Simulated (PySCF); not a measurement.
# C10H14 (m-cymene): the cost of one run

Computed with PySCF 2.14.0 and routines of our own; the level stands in each step. Atoms count from 0.

### Step 1. The starting structure

24 atoms, charge 0, multiplicity 1; geometry from: GFN2-xTB.

### Step 2. Geometry optimisation at PBE0-D3(BJ)/def2-SVP

Job settings and geometry (Å):

```
{"job": {"xc": "PBE0", "basis": "def2-SVP", "d3": "d3bj", "grid": 2, "kind": "geom"}, "charge": 0, "multiplicity": 1}
C      2.951364     0.871121     0.967725
C      1.917110     0.068058     0.236863
C      2.292834    -0.998085    -0.570303
C      1.334234    -1.747756    -1.225933
C     -0.007188    -1.440961    -1.081823
C     -0.407256    -0.380869    -0.279367
C     -1.871877    -0.050724    -0.123236
C     -2.311661    -0.207803     1.333846
C     -2.171470     1.360450    -0.632261
C      0.568092     0.362672     0.372083
H      2.626303     1.900842     1.099169
H      3.123784     0.443730     1.956299
H      3.896580     0.864983     0.429583
H      3.340195    -1.239550    -0.684950
H      1.633351    -2.574992    -1.853729
H     -0.750469    -2.032443    -1.597765
H     -2.446707    -0.759753    -0.729513
H     -2.083469    -1.209773     1.691328
H     -1.799057     0.507795     1.972029
H     -3.383367    -0.042663     1.424781
H     -1.658111     2.106434    -0.030717
H     -1.842809     1.467218    -1.663720
H     -3.240230     1.559129    -0.586461
H      0.278089     1.192704     1.000757
```

On the command line:

```
OMP_NUM_THREADS=1 python excited_run.py task.json out
```

The driver reads the jobs from task.json and runs them one after another.

**Question.** How long does this first job take on 1 thread of Arm Neoverse V2, shared host, and how much memory does it need?

About 1.8 min, with a peak of 0.97 GiB.
